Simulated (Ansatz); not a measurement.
Crystal: Li2RuN2.

```
Ru N Li
1.0
     3.16423    0.00000    0.00000
    -1.58212    2.74031    0.00000
     0.00000    0.00000    5.21145
Ru N Li
1 2 2
Direct
  0.00000 0.00000 0.00000
  0.33333 0.66667 0.21301
  0.66667 0.33333 0.78699
  0.33333 0.66667 0.63982
  0.66667 0.33333 0.36018
```

The cell comes from a database or a generator and needn't be the stable form of this composition.

Base run:

| Item | Value |
| --- | --- |
| Program | Ansatz 0.2.0 |
| Functional | PBE |
| Potentials or basis | Ansatz PAW |
| Cutoff | 420 eV |
| Density cutoff | 1680 eV |
| k mesh | 10 × 10 × 5 |
| Occupations | fermi-dirac, width 0.05 eV |
| Spin | no spin polarisation |
| Hubbard terms | Ru d U = 6 eV |

Its results: band gap on the k mesh none (metal or under the smearing width); pressure -0.8 GPa; largest force 0.257 eV/Å.

The run is repeated on the same cell with these changes: hubbard terms from Ru d U = 6 eV to Ru d U = 3 eV. What comes out?

Band gap on the k mesh none (metal or under the smearing width); pressure -2.6 GPa; largest force 0.169 eV/Å.

Caveats: U without spin polarisation on a metal has little footing; the density of states is complete only up to the lowest level of the last band computed.

Not every run made on this cell is shown here.
